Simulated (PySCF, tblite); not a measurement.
# Si₂₀H₂₀O₃₀: NMR shifts

Aim: compute the NMR shifts of Si₂₀H₂₀O₃₀.

Programs: tblite 0.8.0 and PySCF 2.14.0, with routines of our own; each step states its level. All values are computed. Atoms count from 0.

## 1. The system as given

70 atoms, charge 0, multiplicity 1; geometry from: force field, distance geometry or constructed start.

## 2. Optimising the geometry with GFN2-xTB

Job settings and geometry (Å):

```
{"job": {"kind": "relax", "xc": "GFN2-xTB", "basis": "xTB"}, "charge": 0, "multiplicity": 1}
Si     0.006100    -0.001300     6.978600
Si    -0.717600     2.415100     5.192200
Si     2.111700     2.218500     3.798300
Si     2.446800    -0.581700     5.192600
Si     0.869800    -2.934900     3.801400
Si    -1.733600    -1.825700     5.197000
Si    -2.975200     0.715400     3.795100
Si    -2.929100     0.705700     0.623900
Si    -0.854900     2.889000    -0.622400
Si     2.072500     2.187400     0.623000
Si     2.930400    -0.704300    -0.624500
Si     0.855100    -2.893200     0.622000
Si    -2.078600    -2.187600    -0.616400
Si    -2.104300    -2.221500    -3.800000
Si    -2.449800     0.591200    -5.198500
Si    -0.872700     2.934300    -3.791600
Si     2.975700    -0.711800    -3.797500
Si     0.713300    -2.415800    -5.200100
Si    -0.001900     0.001300    -6.977700
Si     1.733100     1.826100    -5.196900
O      1.333500    -0.315600     6.645000
O     -0.389900     1.317800     6.643400
O     -0.939800    -0.990700     6.650500
O      0.768900     2.568900     4.994900
O     -2.048700     1.738800     4.997900
O      2.523100     0.907000     4.998800
O      2.406400     2.538800     2.541300
O      1.842300    -1.954200     4.997800
O     -0.476700    -2.642600     4.995100
O      0.995500    -3.350600     2.546100
O     -2.609800    -0.616700     4.996200
O     -3.400600     0.816300     2.543400
O     -2.306500     2.186400    -0.001600
O     -3.044100    -0.904800     0.004300
O      0.741900     3.091600    -0.003700
O     -0.993800     3.353200    -2.545600
O      3.045400     0.903500    -0.004700
O      2.306400    -2.183900    -0.002900
O      3.399800    -0.819000    -2.543300
O     -0.745500    -3.086400     0.001600
O     -2.405800    -2.538800    -2.538200
O     -2.523300    -0.913500    -4.992500
O     -0.768200    -2.572200    -5.000100
O     -1.840400     1.954400    -4.998400
O     -1.339500     0.321200    -6.641000
O      0.475400     2.644600    -5.000400
O      2.615800     0.617400    -4.997900
O      2.048900    -1.733600    -4.994700
O      0.390600    -1.315800    -6.643400
O      0.945000     0.996100    -6.641900
H      0.000600    -0.006600     8.423300
H     -0.885900     3.015200     6.495000
H      2.728100     2.876100     4.918600
H      3.054300    -0.733800     6.491900
H      1.128600    -3.800700     4.920800
H     -2.162200    -2.277200     6.496500
H     -3.847100     0.918700     4.917900
H     -4.301200     1.039400     0.912700
H     -1.258500     4.242500    -0.908800
H      3.044900     3.213600     0.911000
H      4.300100    -1.031000    -0.912000
H      1.262600    -4.243600     0.910900
H     -3.044000    -3.210900    -0.911200
H     -2.728600    -2.873000    -4.917400
H     -3.052100     0.735600    -6.492800
H     -1.132900     3.801700    -4.917900
H      3.856100    -0.921300    -4.921000
H      0.895000    -3.015600    -6.489400
H     -0.005600    -0.005900    -8.425200
H      2.159000     2.276800    -6.490000
```

Started as:

```
$ OMP_NUM_THREADS=8 python large_run.py task.json out
```

One launch serves the whole session: the jobs run in the order shown.

The log of the run:

```text
step      E/eV     max force
  0   -4562.20728   37.158
  1   -4591.66593    6.285
  2   -4604.04155    4.541
  3   -4614.75187    6.997
  4   -4626.15204    3.601
  5   -4629.00720    1.857
  6   -4630.36877    1.266
  7   -4631.37998    1.436
  8   -4632.44171    1.993
  9   -4633.84499    3.005
 10   -4635.48043    1.898
 11   -4635.87924    1.025
 12   -4636.18036    0.625
 13   -4636.37597    0.898
 14   -4636.48352    0.817
 15   -4636.67337    0.547
 16   -4636.79348    0.410
 17   -4636.87516    0.357
 18   -4636.93709    0.367
 19   -4637.00498    0.334
 20   -4637.08647    0.434
 21   -4637.18057    0.517
 22   -4637.25485    0.435
 23   -4637.29805    0.275
 24   -4637.32183    0.176
 25   -4637.34022    0.164
 26   -4637.35700    0.179
 27   -4637.37096    0.157
 28   -4637.38253    0.129
 29   -4637.39470    0.188
 30   -4637.40885    0.263
 31   -4637.42165    0.225
 32   -4637.42964    0.120
 33   -4637.43367    0.084
 34   -4637.43653    0.073
 35   -4637.43992    0.099
 36   -4637.44416    0.083
 37   -4637.44866    0.089
 38   -4637.45210    0.069
 39   -4637.45419    0.063
 40   -4637.45551    0.053
 41   -4637.45657    0.048
 42   -4637.45744    0.028
 43   -4637.45802    0.030
 44   -4637.45842    0.033
 45   -4637.45888    0.031
 46   -4637.45960    0.030
 47   -4637.46062    0.034
 48   -4637.46162    0.032
 49   -4637.46222    0.025
 50   -4637.46251    0.026
 51   -4637.46281    0.024
 52   -4637.46336    0.028
 53   -4637.46436    0.048
 54   -4637.46586    0.066
 55   -4637.46759    0.070
 56   -4637.46945    0.058
 57   -4637.47182    0.073
 58   -4637.47563    0.105
 59   -4637.48223    0.139
 60   -4637.49039    0.145
 61   -4637.49808    0.114
 62   -4637.49624    0.180
 63   -4637.50753    0.056
 64   -4637.50865    0.048
 65   -4637.50995    0.042
 66   -4637.51099    0.038
 67   -4637.51230    0.046
 68   -4637.51345    0.040
 69   -4637.51418    0.028
 70   -4637.51450    0.018
```

Run time: 72 s. Hardware: 8 threads of Intel Xeon Platinum 8259CL at 2.50GHz, shared host; peak memory 0.13 GiB.

Relaxation path:

| step | energy from step 0 (eV) | largest force (eV/Å) |
| --- | --- | --- |
| 0 | 0.0000 | 37.1573 |
| 1 | -29.4587 | 6.2853 |
| 2 | -41.8343 | 4.5419 |
| 3 | -52.5446 | 6.9975 |
| 4 | -63.9448 | 3.6005 |
| 5 | -66.7999 | 1.8572 |
| 6 | -68.1615 | 1.2667 |
| 7 | -69.1727 | 1.4362 |
| 8 | -70.2344 | 1.9937 |
| 13 | -74.1687 | 0.8980 |
| 18 | -74.7298 | 0.3665 |
| 23 | -75.0908 | 0.2745 |
| 29 | -75.1874 | 0.1888 |
| 34 | -75.2293 | 0.0724 |
| 39 | -75.2469 | 0.0631 |
| 44 | -75.2511 | 0.0330 |
| 50 | -75.2552 | 0.0260 |
| 55 | -75.2603 | 0.0695 |
| 60 | -75.2831 | 0.1451 |
| 66 | -75.3037 | 0.0371 |
| 67 | -75.3050 | 0.0453 |
| 68 | -75.3062 | 0.0398 |
| 69 | -75.3069 | 0.0281 |
| 70 | -75.3072 | 0.0177 |

Close pairs (by a distance rule), those that changed most:

| bond | before (Å) | after (Å) | change (Å) |
| --- | --- | --- | --- |
| Si8–O35 | 1.983 | 1.608 | -0.375 |
| Si11–O29 | 1.983 | 1.609 | -0.374 |
| Si12–O40 | 1.981 | 1.609 | -0.372 |
| Si7–O31 | 1.980 | 1.609 | -0.371 |
| Si9–O26 | 1.979 | 1.609 | -0.370 |
| Si10–O38 | 1.979 | 1.609 | -0.370 |
| Si15–O35 | 1.320 | 1.606 | +0.286 |
| Si6–O31 | 1.326 | 1.606 | +0.280 |

The next job starts from the end point, and lists it.

## 3. NMR shifts: GIAO KT3/pcSseg-1

Job settings and geometry (Å):

```
{"job": {"kind": "nmr", "xc": "KT3", "basis": "pcSseg-1", "pop": false}, "charge": 0, "multiplicity": 1}
Si     0.000873     0.001562     7.140417
Si    -0.714200     2.414365     5.379025
Si     1.913002     2.017705     3.753197
Si     2.448747    -0.586232     5.379223
Si     0.792824    -2.667060     3.757072
Si    -1.731032    -1.825552     5.379233
Si    -2.702761     0.648712     3.754417
Si    -2.713463     0.652526     0.736487
Si    -0.792983     2.677870    -0.736836
Si     1.921164     2.026254     0.735433
Si     2.714246    -0.650196    -0.736643
Si     0.793474    -2.675346     0.737985
Si    -1.920654    -2.024028    -0.735375
Si    -1.912943    -2.017284    -3.753910
Si    -2.448625     0.586446    -5.377335
Si    -0.791847     2.667149    -3.755602
Si     2.703434    -0.648513    -3.755356
Si     0.714642    -2.413365    -5.379178
Si    -0.001621     0.000180    -7.139958
Si     1.731014     1.826444    -5.379057
O      1.501754    -0.359759     6.668774
O     -0.436428     1.481995     6.668834
O     -1.062155    -1.117649     6.668549
O      0.619773     2.618518     4.501232
O     -1.943488     1.855436     4.502730
O      2.579383     0.755837     4.499362
O      1.535332     1.620615     2.243546
O      1.960292    -1.846297     4.503719
O     -0.632830    -2.613822     4.504519
O      0.636979    -2.140550     2.247431
O     -2.574028    -0.772869     4.499828
O     -2.169448     0.521970     2.244795
O     -1.960392     1.861602    -0.000308
O     -2.592804    -0.767153     0.000175
O      0.631410     2.630315    -0.001717
O     -0.635384     2.143642    -2.245723
O      2.592956     0.769604    -0.000508
O      1.960702    -1.858564     0.001107
O      2.170587    -0.522315    -2.245412
O     -0.631608    -2.628459     0.003326
O     -1.534671    -1.621039    -2.244172
O     -2.580738    -0.756901    -4.500565
O     -0.619133    -2.617166    -4.501182
O     -1.957016     1.843461    -4.500743
O     -1.501683     0.359261    -6.665887
O      0.632725     2.612425    -4.503428
O      2.573909     0.771945    -4.502319
O      1.944510    -1.855893    -4.502829
O      0.436978    -1.479176    -6.667472
O      1.061200     1.118575    -6.667228
H      0.001322     0.001106     8.584828
H     -1.099376     3.709284     5.894619
H      2.911422     3.067857     3.833530
H      3.763163    -0.899167     5.895339
H      1.204043    -4.056946     3.836768
H     -2.660311    -2.805909     5.896011
H     -4.112009     0.985990     3.836251
H     -4.125014     0.990910     0.695344
H     -1.205620     4.069170    -0.693158
H      2.920684     3.078804     0.695547
H      4.125542    -0.989923    -0.695087
H      1.206335    -4.067159     0.695477
H     -2.919479    -3.077294    -0.694718
H     -2.909541    -3.069049    -3.831201
H     -3.762520     0.899825    -5.893079
H     -1.203898     4.055854    -3.839059
H      4.112519    -0.986627    -3.836151
H      1.098088    -3.708570    -5.895831
H     -0.002489     0.000549    -8.584292
H      2.661474     2.805624    -5.895410
```

Level: GIAO KT3/pcSseg-1 NMR shielding, non-relativistic, gas phase.

The log of the run:

```text
start: PBE on a coarse grid of 72695 points
cycle   1  E = -8052.0137656794  dE =  1.298e+01  |g| = 4.331e+00  |ddm| = 9.916e+00
cycle   2  E = -8043.8116120898  dE =  8.202e+00  |g| = 7.843e+00  |ddm| = 8.976e+00
cycle   3  E = -8055.0399314259  dE = -1.123e+01  |g| = 4.665e-01  |ddm| = 7.023e+00
cycle   4  E = -8055.0787656194  dE = -3.883e-02  |g| = 2.969e-01  |ddm| = 8.749e-01
cycle   5  E = -8055.0946456065  dE = -1.588e-02  |g| = 1.240e-01  |ddm| = 3.056e-01
cycle   6  E = -8055.0973984810  dE = -2.753e-03  |g| = 1.691e-02  |ddm| = 1.000e-01
cycle   7  E = -8055.0974364240  dE = -3.794e-05  |g| = 9.939e-03  |ddm| = 1.739e-02
final grid: 604757 points
cycle   8  E = -8136.5250779566  dE = -1.355e-01  |g| = 7.733e-01  |ddm| = 1.228e+00
cycle   9  E = -8136.4205722488  dE =  1.045e-01  |g| = 9.998e-01  |ddm| = 1.137e+00
cycle  10  E = -8136.5878882066  dE = -1.673e-01  |g| = 2.163e-01  |ddm| = 8.474e-01
cycle  11  E = -8136.5949527845  dE = -7.065e-03  |g| = 1.846e-02  |ddm| = 1.454e-01
cycle  12  E = -8136.5950150571  dE = -6.227e-05  |g| = 5.017e-03  |ddm| = 1.653e-02
cycle  13  E = -8136.5950171606  dE = -2.104e-06  |g| = 1.322e-03  |ddm| = 5.593e-03
cycle  14  E = -8136.5950135533  dE =  3.607e-06  |g| = 6.224e-04  |ddm| = 1.625e-03
cycle  15  E = -8136.5950184410  dE = -4.888e-06  |g| = 1.063e-04  |ddm| = 5.091e-04
cycle  16  E = -8136.5950198089  dE = -1.368e-06  |g| = 3.187e-05  |ddm| = 1.112e-04
converged SCF energy = -8136.5950198089

GIAO shielding tensors (ppm)
atom      isotropic    diamagn.    paramagn.     s11        s22        s33       span
  0 Si     452.358     882.542    -430.184    448.218    448.293    460.562     12.344
  1 Si     455.560     893.073    -437.513    451.294    452.890    462.496     11.201
  2 Si     455.425     900.639    -445.214    446.974    456.136    463.164     16.190
  3 Si     455.526     893.053    -437.527    451.279    452.875    462.424     11.145
  4 Si     455.364     900.610    -445.246    447.007    456.092    462.993     15.986
  5 Si     455.542     893.066    -437.524    451.217    452.944    462.467     11.250
  6 Si     455.430     900.642    -445.213    447.055    456.040    463.193     16.138
  7 Si     458.945     907.288    -448.343    449.436    462.927    464.472     15.036
  8 Si     459.012     907.282    -448.270    449.505    462.974    464.556     15.052
  9 Si     458.913     907.280    -448.367    449.454    462.924    464.362     14.909
 10 Si     458.982     907.287    -448.305    449.482    462.966    464.499     15.017
 11 Si     458.980     907.285    -448.305    449.468    462.991    464.480     15.012
 12 Si     458.941     907.279    -448.338    449.408    462.980    464.434     15.027
 13 Si     455.465     900.664    -445.199    447.032    456.371    462.992     15.960
 14 Si     455.635     893.089    -437.454    451.338    452.982    462.584     11.246
 15 Si     455.528     900.641    -445.113    447.185    456.134    463.265     16.080
 16 Si     455.480     900.639    -445.159    447.103    456.194    463.144     16.041
 17 Si     455.606     893.079    -437.472    451.314    452.946    462.559     11.245
 18 Si     452.501     882.607    -430.106    448.327    448.363    460.813     12.486
 19 Si     455.652     893.095    -437.443    451.304    453.001    462.651     11.346
 20 O      211.882     406.198    -194.316    173.627    191.179    270.841     97.214
 21 O      211.882     406.160    -194.278    173.599    191.191    270.857     97.257
 22 O      211.881     406.182    -194.301    173.636    191.189    270.819     97.183
 23 O      215.512     414.518    -199.005    173.700    195.358    277.480    103.781
 24 O      215.566     414.535    -198.969    173.768    195.426    277.505    103.738
 25 O      215.494     414.511    -199.017    173.706    195.364    277.412    103.706
 26 O      210.284     427.797    -217.513    187.454    197.412    245.986     58.532
 27 O      215.357     414.519    -199.163    173.519    195.244    277.307    103.788
 28 O      215.413     414.519    -199.106    173.564    195.300    277.376    103.812
 29 O      210.200     427.816    -217.617    187.355    197.252    245.992     58.637
 30 O      215.461     414.502    -199.042    173.634    195.345    277.403    103.769
 31 O      210.284     427.799    -217.515    187.481    197.321    246.050     58.569
 32 O      219.325     423.214    -203.888    173.325    199.811    284.841    111.517
 33 O      219.146     423.231    -204.084    173.087    199.579    284.773    111.686
 34 O      219.259     423.207    -203.948    173.236    199.693    284.847    111.611
 35 O      210.399     427.720    -217.320    187.510    197.350    246.338     58.828
 36 O      219.179     423.220    -204.041    173.121    199.608    284.810    111.689
 37 O      219.317     423.227    -203.910    173.346    199.807    284.799    111.453
 38 O      210.286     427.805    -217.519    187.450    197.344    246.063     58.613
 39 O      219.185     423.235    -204.050    173.142    199.601    284.812    111.670
 40 O      210.316     427.825    -217.509    187.448    197.489    246.010     58.562
 41 O      215.583     414.519    -198.936    173.761    195.450    277.539    103.778
 42 O      215.569     414.516    -198.947    173.783    195.446    277.479    103.696
 43 O      215.648     414.509    -198.861    173.858    195.514    277.572    103.715
 44 O      212.124     406.239    -194.115    173.857    191.419    271.095     97.238
 45 O      215.650     414.509    -198.859    173.810    195.508    277.630    103.820
 46 O      215.575     414.516    -198.941    173.726    195.464    277.535    103.809
 47 O      215.572     414.526    -198.954    173.782    195.443    277.490    103.708
 48 O      212.035     406.203    -194.169    173.784    191.336    270.984     97.200
 49 O      212.072     406.208    -194.136    173.805    191.383    271.028     97.223
 50 H       27.620      15.445      12.174     23.407     23.409     36.044     12.636
 51 H       27.523      27.226       0.297     23.268     23.868     35.435     12.167
 52 H       27.244      33.475      -6.231     22.818     24.711     34.204     11.386
 53 H       27.518      27.211       0.307     23.266     23.860     35.427     12.161
 54 H       27.238      33.459      -6.221     22.813     24.700     34.200     11.388
 55 H       27.519      27.219       0.300     23.267     23.861     35.428     12.161
 56 H       27.241      33.467      -6.227     22.815     24.704     34.203     11.388
 57 H       27.241      40.535     -13.294     22.769     25.135     33.819     11.050
 58 H       27.244      40.524     -13.280     22.772     25.134     33.826     11.054
 59 H       27.243      40.524     -13.281     22.770     25.137     33.821     11.052
 60 H       27.239      40.534     -13.295     22.765     25.135     33.816     11.052
 61 H       27.235      40.539     -13.304     22.762     25.132     33.811     11.049
 62 H       27.242      40.542     -13.300     22.769     25.140     33.818     11.049
 63 H       27.251      33.506      -6.255     22.819     24.723     34.210     11.391
 64 H       27.526      27.227       0.299     23.273     23.866     35.440     12.167
 65 H       27.247      33.447      -6.200     22.820     24.706     34.217     11.397
 66 H       27.242      33.469      -6.227     22.813     24.709     34.205     11.392
 67 H       27.521      27.218       0.302     23.267     23.862     35.433     12.167
 68 H       27.621      15.457      12.164     23.406     23.409     36.048     12.641
 69 H       27.522      27.224       0.298     23.270     23.861     35.434     12.164
```

Run time: 80 s. Hardware: 8 threads of Intel Xeon Platinum 8259CL at 2.50GHz, shared host; peak memory 4.3 GiB.

Shifts follow as δ = σ(reference) − σ, with reference shieldings (ppm) from runs at the same level and on the same kind of geometry: 1H TMS 31.76, 29Si TMS 361.7, 17O H2O 330.8. The references are single molecules in the gas phase, so shifts against H2O, NH3, PH3, H3PO4 or CFCl3 are not on the usual liquid scales and can be off by tens of ppm. Atoms listed in one row are averaged.

| atoms | environment | σ (ppm) | δ (ppm) |
| --- | --- | --- | --- |
| H57, H58, H59, H60, H61, H62 | hydrogen on a silicon bonded to 3 O | 27.24 | 4.52 |
| H52, H54, H56, H63, H65, H66 | hydrogen on a silicon bonded to 3 O | 27.24 | 4.52 |
| H51, H53, H55, H64, H67, H69 | hydrogen on a silicon bonded to 3 O | 27.52 | 4.24 |
| H50, H68 | hydrogen on a silicon bonded to 3 O | 27.62 | 4.14 |
| Si0, Si18 | silicon bonded to 3 O, H | 452.4 | -90.8 |
| Si2, Si4, Si6, Si13, Si15, Si16 | silicon bonded to 3 O, H | 455.4 | -93.8 |
| Si1, Si3, Si5, Si14, Si17, Si19 | silicon bonded to 3 O, H | 455.6 | -93.9 |
| Si7, Si8, Si9, Si10, Si11, Si12 | silicon bonded to 3 O, H | 459.0 | -97.3 |
| O26, O29, O31, O35, O38, O40 | oxygen bonded to 2 Si | 210.3 | 120.5 |
| O20, O21, O22, O44, O48, O49 | oxygen bonded to 2 Si | 212.0 | 118.8 |
| O23, O24, O25, O27, O28 and 7 more | oxygen bonded to 2 Si | 215.5 | 115.3 |
| O32, O33, O34, O36, O37, O39 | oxygen bonded to 2 Si | 219.2 | 111.6 |

Ring of atoms Si0, Si1, Si2, Si3, O20, O21, O23, O25: NICS(0) -0.3, NICS(1) 0.1, NICS(1)zz 3.6 ppm (means of both faces).

## 4. Outcome

```
                                                               quantity                           value
  1H shifts against TMS (KT3/pcSseg-1, means over atoms taken as alike)      4.52, 4.52, 4.24, 4.14 ppm
29Si shifts against TMS (KT3/pcSseg-1, means over atoms taken as alike)  -90.8, -93.8, -93.9, -97.3 ppm
 17O shifts against H2O (KT3/pcSseg-1, means over atoms taken as alike)  120.5, 118.8, 115.3, 111.6 ppm
```

What this shows: At KT3/pcSseg-1: The widest tensor belongs to O32, O33, O34, O36, O37, O39: span 112 ppm, with a paramagnetic part of -204 ppm.
